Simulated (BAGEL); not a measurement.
# HF/STO-3G (density fitting with qzvpp-jkfit) run of CH5BeN (BeMe(NH2))

What is the vertical ionisation energy of CH5BeN (BeMe(NH2)) at HF/STO-3G (density fitting with qzvpp-jkfit)? 

The calculation is run with BAGEL 1.2.2.

2 further runs of the same task are left out: 2 set aside as unsound or not needed. Runs told in other sessions of the task aren't counted.

### 1 The structure to begin with

CH5BeN: 8 atoms, total charge 0, spin state singlet. SMILES: `[CH3][Be][NH2]`. The shape comes from GFN2-xTB, which is rough for such elements, and wasn't checked as a minimum.

Bond lengths: Be1–C2 1.728 Å, Be1–N6 1.510 Å, C2–H3 1.089 Å, C2–H4 1.089 Å, C2–H5 1.089 Å, N6–H7 1.007 Å, N6–H8 1.007 Å. Angles: C2–Be1–N6 179.0°, Be1–C2–H3 114.0°, Be1–C2–H4 114.1°, Be1–C2–H5 113.3°, Be1–N6–H7 127.2°, Be1–N6–H8 127.3°, H3–C2–H4 104.9°, H3–C2–H5 104.9°, H4–C2–H5 104.7°, H7–N6–H8 105.5°.

### 2 The energy at HF/STO-3G (density fitting with qzvpp-jkfit)

Contents of input.json:

```json
{ "bagel" : [

{
  "title" : "molecule",
  "basis" : "sto-3g",
  "df_basis" : "qzvpp-jkfit",
  "angstrom" : true,
  "geometry" : [
    { "atom" : "Be", "xyz" : [    0.010610,   -0.009070,   -0.310080 ] },
    { "atom" : "C", "xyz" : [   -0.001530,   -0.017480,    1.418010 ] },
    { "atom" : "H", "xyz" : [    0.076390,    0.971210,    1.866650 ] },
    { "atom" : "H", "xyz" : [    0.807740,   -0.592530,    1.864870 ] },
    { "atom" : "H", "xyz" : [   -0.910090,   -0.444960,    1.840100 ] },
    { "atom" : "N", "xyz" : [    0.006290,    0.020430,   -1.820140 ] },
    { "atom" : "H", "xyz" : [    0.806980,    0.031590,   -2.431050 ] },
    { "atom" : "H", "xyz" : [   -0.796400,    0.040810,   -2.428360 ] }
  ]
},
{
  "title" : "hf"
},
{
  "title" : "print",
  "file" : "orbitals.molden",
  "orbitals" : true
}

]}
```

Started as:

```bash
$ BAGEL_NUM_THREADS=1 BAGEL input.json > input.out
```

What it wrote:

```text
* using 1 threads per process

  ===============================================================
  ===============================================================

  *** Geometry ***

  { "atom" : "Be", "xyz" : [      0.020050,     -0.017140,     -0.585966 ] },
  { "atom" : "C", "xyz" : [     -0.002891,     -0.033032,      2.679651 ] },
  { "atom" : "H", "xyz" : [      0.144356,      1.835321,      3.527457 ] },
  { "atom" : "H", "xyz" : [      1.526407,     -1.119719,      3.524094 ] },
  { "atom" : "H", "xyz" : [     -1.719821,     -0.840853,      3.477285 ] },
  { "atom" : "N", "xyz" : [      0.011886,      0.038607,     -3.439566 ] },
  { "atom" : "H", "xyz" : [      1.524971,      0.059696,     -4.594019 ] },
  { "atom" : "H", "xyz" : [     -1.504978,      0.077120,     -4.588935 ] },

  Number of auxiliary basis functions:      293

  Since a DF basis is specified, we compute 2- and 3-index integrals:
    o Being stored without compression. Storage requirement is 0.001 GB

  Number of basis functions:       20
  Number of electrons      :       22

    * METHOD: MOLECULE                             0.09

  *** RHF ***

  === Nuclear Repulsion ===
    51.1483154219

      * DIIS with orbital gradients will be used.

  === RHF iteration (sto-3g) ===
      0       -108.48493725          0.01578612           0.00
      1       -108.52346910          0.00538561           0.00
      2       -108.52740450          0.00138033           0.00
      3       -108.52780381          0.00014334           0.00
      4       -108.52780874          0.00003285           0.00
      5       -108.52780899          0.00000729           0.00
      6       -108.52780900          0.00000245           0.00
      7       -108.52780900          0.00000037           0.00
      8       -108.52780900          0.00000008           0.00
      9       -108.52780900          0.00000002           0.00
     10       -108.52780900          0.00000001           0.00
    * SCF iteration converged.

    * Permanent dipole moment:
           (   -0.002746,     0.000383,     0.534613) a.u.

    * METHOD: HF                                   0.12

    * METHOD: PRINT                                0.00

  ===============================================================
```

Wall time 0.36 s (1 thread of Arm Neoverse N1, shared host); peak memory 0.084 GiB.

### 3 The doublet cation

Contents of calc.json:

```json
{ "bagel" : [

{
  "title" : "molecule",
  "basis" : "sto-3g",
  "df_basis" : "qzvpp-jkfit",
  "angstrom" : true,
  "geometry" : [
    { "atom" : "Be", "xyz" : [    0.010610,   -0.009070,   -0.310080 ] },
    { "atom" : "C", "xyz" : [   -0.001530,   -0.017480,    1.418010 ] },
    { "atom" : "H", "xyz" : [    0.076390,    0.971210,    1.866650 ] },
    { "atom" : "H", "xyz" : [    0.807740,   -0.592530,    1.864870 ] },
    { "atom" : "H", "xyz" : [   -0.910090,   -0.444960,    1.840100 ] },
    { "atom" : "N", "xyz" : [    0.006290,    0.020430,   -1.820140 ] },
    { "atom" : "H", "xyz" : [    0.806980,    0.031590,   -2.431050 ] },
    { "atom" : "H", "xyz" : [   -0.796400,    0.040810,   -2.428360 ] }
  ]
},
{ "title" : "uhf", "charge" : 1, "nopen" : 1 },
{ "title" : "print", "file" : "orbitals.molden", "orbitals" : true }

]}
```

Started as:

```bash
$ BAGEL_NUM_THREADS=1 BAGEL calc.json > calc.out
```

What it wrote:

```text
* using 1 threads per process

  ===============================================================
  ===============================================================

  *** Geometry ***

  { "atom" : "Be", "xyz" : [      0.020050,     -0.017140,     -0.585966 ] },
  { "atom" : "C", "xyz" : [     -0.002891,     -0.033032,      2.679651 ] },
  { "atom" : "H", "xyz" : [      0.144356,      1.835321,      3.527457 ] },
  { "atom" : "H", "xyz" : [      1.526407,     -1.119719,      3.524094 ] },
  { "atom" : "H", "xyz" : [     -1.719821,     -0.840853,      3.477285 ] },
  { "atom" : "N", "xyz" : [      0.011886,      0.038607,     -3.439566 ] },
  { "atom" : "H", "xyz" : [      1.524971,      0.059696,     -4.594019 ] },
  { "atom" : "H", "xyz" : [     -1.504978,      0.077120,     -4.588935 ] },

  Number of auxiliary basis functions:      293

  Since a DF basis is specified, we compute 2- and 3-index integrals:
    o Being stored without compression. Storage requirement is 0.001 GB

  Number of basis functions:       20
  Number of electrons      :       22

    * METHOD: MOLECULE                             0.09

  *** Open-shell HF ***

  === Nuclear Repulsion ===
    51.1483154219

      * DIIS with orbital gradients will be used.

  === UHF iteration (sto-3g) ===
      0       -108.23304963          0.03635783           0.01
      1       -108.28652012          0.00846083           0.01
      2       -108.29024726          0.00203683           0.01
      3       -108.29072284          0.00057734           0.01
      4       -108.29082897          0.00009630           0.01
      5       -108.29085599          0.00002106           0.01
      6       -108.29086039          0.00000934           0.01
      7       -108.29086159          0.00000487           0.01
      8       -108.29086188          0.00000211           0.01
      9       -108.29086188          0.00000067           0.01
     10       -108.29086189          0.00000036           0.01
     11       -108.29086189          0.00000007           0.01
     12       -108.29086189          0.00000001           0.01
     13       -108.29086189          0.00000000           0.01
    * SCF iteration converged.

    * S^2 (UHF) is 0.7584

    * Permanent dipole moment:
           (   -0.008424,    -0.023378,     2.596661) a.u.

    * METHOD: UHF                                  0.18

    * METHOD: PRINT                                0.00

  ===============================================================
```

Run time: 0.42 s. Hardware: 1 thread of Arm Neoverse N1, shared host; peak memory 0.084 GiB.

### 4 Outcome

Level: HF/STO-3G (density fitting with qzvpp-jkfit).

| quantity | value |
| --- | --- |
| singlet CH5BeN: total energy | -108.52781 Eh |
| singlet CH5BeN: dipole moment | 1.36 D |
| singlet CH5BeN: HOMO energy | -8.76 eV |
| singlet CH5BeN: LUMO energy | 7.46 eV |
| singlet CH5BeN: HOMO–LUMO gap | 16.22 eV |
| doublet cation: total energy | -108.29086 Eh |
| doublet cation: ⟨S²⟩ | 0.758 |
| vertical ionisation energy (to the doublet cation) | 6.448 eV |

In words: The vertical ionisation energy comes to 6.45 eV (622 kJ/mol). The negative HOMO energy of the first species, 8.76 eV, lies 2.31 eV above that difference. In a minimal basis such a difference can be off by several eV, whatever the method.
